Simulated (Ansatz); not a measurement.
Write a Python script for the Python package of Ansatz (0.2.0) that makes a test of scalar relativity of GaH (charge +1). Use (for the species named): B3LYP, cc-pVTZ basis, multiplicity 2, D4 dispersion.

```xyz
2

Ga    0.0000    0.0000    0.0000
H     0.0000    0.0000    1.6250
```

`gah.py`
```python
# -*- coding: utf-8 -*-
"""Scalar relativity in GaH(+)."""

import ansatz as az
import numpy as np

GEOMETRY = """
Ga    0.00000    0.00000    0.00000
H     0.00000    0.00000    1.62500
"""


def main():
    molecule = az.Crystal.molecule()
    for line in GEOMETRY.strip().splitlines():
        symbol, *xyz = line.split()
        molecule = molecule.atom(symbol, [float(v) for v in xyz])

    base = (
        molecule.calculation()
        .functional("b3lyp", dispersion="d4")
        .charge(1)
        .spin("collinear", total=1)
        .forces()
    )
    # a set contracted for a scalar-relativistic Hamiltonian goes with the relativistic run
    sets = {"none": "cc-pVTZ", "scalar": "cc-pVTZ-DK"}
    found = {kind: base.basis(gaussian=basis).pseudopotentials(relativity=kind).run(threads=1).report for kind, basis in sets.items()}
    for kind, each in found.items():
        dipole = 4.803205 * np.linalg.norm(each["charge_distribution"]["dipole_moment_e_ang"])
        print(f"{kind:7s} E = {each['free_energy_ev']:.4f} eV  dipole {dipole:.3f} D  largest force component {np.abs(each['forces_ev_ang']).max():.4f} eV/A")
    print(f"relativity lowers the total energy by {found['none']['free_energy_ev'] - found['scalar']['free_energy_ev']:.3f} eV")


if __name__ == "__main__":
    main()
```

```console
$ python gah.py
none    E = -52387.2591 eV  dipole 0.242 D  largest force component 0.4284 eV/A
scalar  E = -52904.1245 eV  dipole 0.313 D  largest force component 0.4630 eV/A
relativity lowers the total energy by 516.865 eV
```

Reading the output:
- Total energies depend on the basis set; only differences at equal settings carry meaning.
- The geometry is a force-field or estimated start, not a minimum of this method. The basis set changes with the Hamiltonian (a set recontracted for scalar relativity), and most of the change in the total lies in the cores.
- The run takes the species as open-shell (spin multiplicity 2), which needn't be its ground state.
- An ion's dipole depends on the origin; the program takes it about the centre of nuclear charge.
- b3lyp holds the VWN-RPA fit, as in Gaussian; the form of ORCA and Turbomole is b3lyp5.
- Wall time of the script: 3 s on 1 thread of Arm Neoverse V1, with other jobs on the host, peak memory 0.18 GiB.
